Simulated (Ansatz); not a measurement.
A nudged elastic band was laid between two geometries of a periodic cell of 17 atoms, Si16Ge (host Si, host structure diamond, interstitial Ge).

These are results of Ansatz 0.2.0, DFT PBEsol, scalar-relativistic, plane waves, PAW, not measurements. Settings: PAW set soft_1, cutoff 420 eV, k mesh 2x2x2, fermi-dirac smearing 0.05 eV, no spin polarisation.

| Property | Result |
| --- | --- |
| movable images | 5 |
| climbing image | yes |
| spring | 10.0 eV/Å² |
| optimiser | lbfgs |
| start path | IDPP |
| force threshold | 0.03 eV/Å |
| iteration limit | 58 |
| end points | relaxed |

Image 0:

```xyz
17
Lattice="0.0000 5.4300 5.4300 5.4300 0.0000 5.4300 5.4300 5.4300 0.0000" Properties=species:S:1:pos:R:3
Si -0.007 -0.010 0.006
Si 1.359 1.354 1.309
Si 2.723 2.720 0.007
Si 4.073 4.071 1.357
Si 2.756 -0.045 2.673
Si 4.120 1.354 4.071
Si 5.423 2.719 2.706
Si 6.788 4.021 4.071
Si -0.039 2.751 2.674
Si 1.358 4.116 4.072
Si 2.722 5.420 2.708
Si 4.026 6.784 4.072
Si 2.755 2.751 5.468
Si 4.073 4.067 6.786
Si 5.390 5.385 5.470
Si 6.787 6.784 6.834
Ge 6.788 6.781 4.071
```

Image 6:

```xyz
17
Lattice="0.0000 5.4300 5.4300 5.4300 0.0000 5.4300 5.4300 5.4300 0.0000" Properties=species:S:1:pos:R:3
Si 0.004 -0.004 -0.005
Si 1.319 1.314 1.313
Si 2.717 2.713 -0.051
Si 4.116 4.111 1.313
Si 2.717 -0.050 2.712
Si 4.116 1.314 4.110
Si 5.480 2.713 2.712
Si 6.781 4.079 4.078
Si -0.045 2.712 2.711
Si 1.321 4.109 4.108
Si 2.718 5.474 2.711
Si 4.082 6.778 4.077
Si 2.718 2.712 5.474
Si 4.081 4.077 6.778
Si 5.431 5.429 5.429
Si 6.783 6.779 6.778
Ge 8.149 8.141 2.710
```

Task: What changes between the two ends?

Result: Contacts lost: Si15–Ge17. Contacts made: Si4–Ge17. The atom that moves furthest is Ge17, by 2.36 Å; four of its nearest neighbours are Si5 2.42, Si15 2.42, Si9 2.42, Si13 2.42 Å at the first end and Si2 2.42, Si4 2.42, Si6 2.42, Si10 2.42 Å at the last.

Task: What energy profile does the band end with?

Result: It converged. The highest image is number 3 of 0 to 6, 0.33 eV above the ends, which have the same energy within 2 meV. By the program's own check the climbing image is a first-order saddle point (lowest curvatures found: -0.11 and 0.34 eV/Å²). Limits of this set-up: coarse k mesh, PAW files made for another functional, a small cell, in which the defect meets its images.

```tsv
image	path coordinate (Å)	energy (eV)	Si15–Ge17 (Å)	Si4–Ge17 (Å)
0	0.00	0.00	2.42	4.70
1	0.56	0.10	2.47	4.25
2	1.12	0.30	2.63	3.76
3	1.68	0.33	3.12	3.12
4	2.25	0.30	3.75	2.64
5	2.81	0.10	4.25	2.47
6	3.37	0.00	4.70	2.42
```

Task: What is the geometry of the highest image?

Result: 
```xyz
17
Lattice="0.0000 5.4300 5.4300 5.4300 0.0000 5.4300 5.4300 5.4300 0.0000" Properties=species:S:1:pos:R:3
Si -0.223 -0.228 0.223
Si 1.248 1.244 1.228
Si 2.643 2.637 -0.023
Si 3.840 3.835 1.588
Si 2.827 -0.131 2.603
Si 4.201 1.244 4.181
Si 5.452 2.637 2.786
Si 6.863 4.048 3.996
Si -0.127 2.823 2.602
Si 1.248 4.198 4.181
Si 2.643 5.446 2.786
Si 4.053 6.858 3.996
Si 2.827 2.823 5.557
Si 4.299 4.295 6.560
Si 5.666 5.661 5.193
Si 6.863 6.858 6.805
Ge 7.466 7.462 3.393
```

Run time: 17 min on 1 thread of Arm Neoverse V2 (shared host), peak memory 0.92 GiB.
